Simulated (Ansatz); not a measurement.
# KCaZn4: the cost of one run

Computed with Ansatz 0.2.0 (DFT PBE, scalar-relativistic, plane waves, PAW, unless a step names another level, unless a step's input says otherwise).

1 further run of the same task is left out (set aside as unsound or not needed).

## Step 1: The starting structure

Symmetry: P6/mmm, No. 191, hexagonal system. Conventional cell: a = 4.615 Å, b = 4.615 Å, c = 8.416 Å, α = 90.00°, β = 90.00°, γ = 120.00°. K (site symmetry 6/mmm) has 12 Zn at 3.73 Å and 2 Ca at 4.21 Å as nearest neighbours. Ca (site symmetry 6/mmm) has 12 Zn at 3.10 Å as nearest neighbours. Zn (site symmetry 3m) is surrounded by 3 Zn at 2.66 Å.

Structure file:

```cif
data_structure
_symmetry_space_group_name_H-M 'P6/mmm'
_symmetry_Int_Tables_number 191
_cell_length_a 4.6148
_cell_length_b 4.6148
_cell_length_c 8.4161
_cell_angle_alpha 90.000
_cell_angle_beta 90.000
_cell_angle_gamma 120.000
_cell_volume 155.22
loop_
_atom_site_label
_atom_site_type_symbol
_atom_site_symmetry_multiplicity
_atom_site_Wyckoff_symbol
_atom_site_fract_x
_atom_site_fract_y
_atom_site_fract_z
_atom_site_occupancy
K1 K 1 a 0.00000 0.00000 0.00000 1
Ca1 Ca 1 b 0.00000 0.00000 0.50000 1
Zn1 Zn 4 h 0.66667 0.33333 0.68943 1
```

It came out lowest among 17 distinct ends of the trial cells. At a tolerance of 0.05 Å it has space group P6/mmm (No. 191).

## Step 2: A stricter relaxation, on the response runs' mesh and smearing

File input.yaml:

```yaml
crystal:
  lattice:
    - [4.6148367568, 0.0, 0.0]
    - [-2.3074183784, 3.9965658657, 0.0]
    - [0.0, 0.0, 8.4161445565]
  atoms:
    - { symbol: K, position: [0.0, 0.0, 0.0] }
    - { symbol: Ca, position: [0.0, 0.0, 0.5] }
    - { symbol: Zn, position: [0.6666666667, 0.3333333333, 0.6894344506] }
    - { symbol: Zn, position: [0.6666666667, 0.3333333333, 0.3105655494] }
    - { symbol: Zn, position: [0.3333333333, 0.6666666667, 0.6894344506] }
    - { symbol: Zn, position: [0.3333333333, 0.6666666667, 0.3105655494] }
basis:
  ecutwfc: 420
kpoints:
  mp_grid: { grid: [12, 12, 4] }
hamiltonian:
  xc: pbe
scf:
  occupations: { method: gaussian, width: 0.1 }
output:
  forces: true
  stress: true
  eigenvalues: true
  write_density: true
  write_potential: true
  elf: true
  volumetric_format: npy
relax:
  adjacent_minimum: "off"
  f_tol: 0.001
  max_steps: 60
  cell: { stress_tol: 0.01 }
```

Run with:

```sh
ansatz run input.yaml --threads 3 --pin off --max-ram 7680MiB --backend cpu --events-out ev --progress --plain --runs-dir out
```

**Question.** How long does this run take on 3 threads of Arm Neoverse V1, shared host, and how much memory does it need?

About 37 s, with a peak of 0.64 GiB.
